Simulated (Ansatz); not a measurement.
# C2H4ClIn: a ladder of functionals and wavefunction methods

How much do the methods differ for C2H4ClIn? The plan is to run it at one geometry with functionals of several rungs and with coupled cluster, and see how far each lands from CCSD(T) at the basis-set limit for the atomisation energy.

The runs use Ansatz 0.2.0, Gaussian basis; functionals in def2-TZVPP, the program's frozen cores in correlated methods.

Plan: LDA (SPW92), PBE-D4, revPBE-D4, BLYP-D4, r2SCAN-D4, B97M-V, PBE0-D4, B3LYP-D4, r2SCANh-D4, r2SCAN0-D4, HSE06-D4, BHLYP-D4, CAM-B3LYP-D4, LC-ωPBE, ωB97X-V, ωB97M-V, B2PLYP, PBE-QIDH; CCSD(T)/def2-SVP; CCSD(T)/def2-TZVPP; CCSD(T)/def2-QZVPP; extrapolation to the limit; RPA on PBE.

**1. The geometry**

All runs share one geometry, relaxed beforehand with PBE0-D4 in a triple-zeta def2 set. In takes the def2 core potential; no spin-orbit term is included.

SMILES `C=[CH][InH][Cl]`, 8 atoms, charge 0, spin multiplicity 1.

Atoms are counted from 1 here; the program's logs count them from 0.

Bond lengths: C1–C2 1.330 Å, C1–H5 1.087 Å, C1–H6 1.088 Å, C2–In3 2.114 Å, C2–H7 1.087 Å, In3–Cl4 2.356 Å, In3–H8 1.703 Å. Angles: C2–C1–H5 122.0°, C2–C1–H6 121.8°, H5–C1–H6 116.2°, C1–C2–In3 120.0°, C1–C2–H7 119.2°, In3–C2–H7 120.8°, C2–In3–Cl4 108.6°, C2–In3–H8 138.5°, Cl4–In3–H8 112.9°.

**2. LDA**

This LDA is Slater exchange with PW92 correlation.

in.yaml reads:

```yaml
crystal:
  periodic: [false, false, false]
  atoms:
    - {symbol: C, position_ang: [-0.787586, 1.164579, 0.310371]}
    - {symbol: C, position_ang: [0.410224, 0.763013, -0.105503]}
    - {symbol: In, position_ang: [0.817482, -1.299794, -0.325061]}
    - {symbol: Cl, position_ang: [-1.112855, -2.514155, 0.266897]}
    - {symbol: H, position_ang: [-1.581178, 0.460893, 0.547525]}
    - {symbol: H, position_ang: [-1.028390, 2.219010, 0.432354]}
    - {symbol: H, position_ang: [1.170427, 1.507566, -0.328998]}
    - {symbol: H, position_ang: [2.111855, -2.301120, -0.797585]}
basis:
  gaussian: {orbitals: def2-TZVPP}
hamiltonian: {xc: lda}
output: {orbitals: {seedname: orbitals}}
```

On the command line:

```sh
$ ansatz run in.yaml --threads 2 --pin off --events-out ev --progress --plain --max-ram 32768MiB --backend cpu
```

After this run come: PBE-D4 (GGA); revPBE-D4 (GGA); BLYP-D4 (GGA); r2SCAN-D4 (meta-GGA); B97M-V (meta-GGA); PBE0-D4 (hybrid); B3LYP-D4 (hybrid); r2SCANh-D4 (hybrid); r2SCAN0-D4 (hybrid); HSE06-D4 (hybrid); BHLYP-D4 (hybrid); CAM-B3LYP-D4 (range-separated); LC-ωPBE (range-separated); ωB97X-V (range-separated); ωB97M-V (range-separated); B2PLYP (double hybrid); PBE-QIDH (double hybrid); CCSD(T) in def2-SVP; CCSD(T) in def2-TZVPP; CCSD(T) in def2-QZVPP; RPA on PBE orbitals.

Q: Predict the results of all the runs planned. Wanted: atomisation energy, CCSD(T)/CBS; farthest beyond LDA; mean size of error, GGA; mean size of error, meta-GGA; mean size of error, hybrid; mean size of error, range-separated; mean size of error, double hybrid; gap, smallest and largest; T1 diagnostic.

As calculated:

| quantity | value |
| --- | --- |
| atomisation energy, CCSD(T)/CBS | 2717.2 kJ/mol |
| functionals within 27.2 kJ/mol (1.0 %) | r2SCAN-D4, B97M-V, PBE0-D4, r2SCANh-D4, HSE06-D4, CAM-B3LYP-D4, LC-ωPBE, ωB97X-V, ωB97M-V, PBE-QIDH |
| farthest beyond LDA | BHLYP-D4 (-88.8 kJ/mol) |
| mean size of error, GGA | 37.4 kJ/mol |
| mean size of error, meta-GGA | 6.1 kJ/mol |
| mean size of error, hybrid | 27.9 kJ/mol |
| mean size of error, range-separated | 7.7 kJ/mol |
| mean size of error, double hybrid | 31.6 kJ/mol |
| gap, smallest and largest | 3.94 eV (LDA (SPW92)), 10.77 eV (LC-ωPBE) |
| T1 diagnostic | 0.0131 |
| triples share of the correlation energy | 3.9 % |

LDA overbinds by 367.8 kJ/mol (14 %). PBE-D4 misses by +36.0 kJ/mol. Double hybrids carry the basis error of their MP2 part in triple zeta, and no dispersion term here, so their miss is partly the set-up's. The rungs meta-GGA, range-separated miss on average by less than the doubt on the reference (27.2 kJ/mol), so they tie. Misses under about 27.2 kJ/mol are within the doubt on the reference itself, which lacks core-valence correlation, spin-orbit coupling and higher excitations, and its outer-core shells are covered unevenly. All levels share the lack of spin-orbit coupling, which lowers the free heavy atoms and so the true binding. Hartree-Fock recovers 74 % of the binding; the rest is correlation. CCSD(T) in def2-SVP is off by -147.5 kJ/mol, which most functionals beat. Orbital gaps span 3.9 to 10.8 eV; exact exchange widens them. Correlated methods include outer-core shells of In, which these sets cover unevenly.
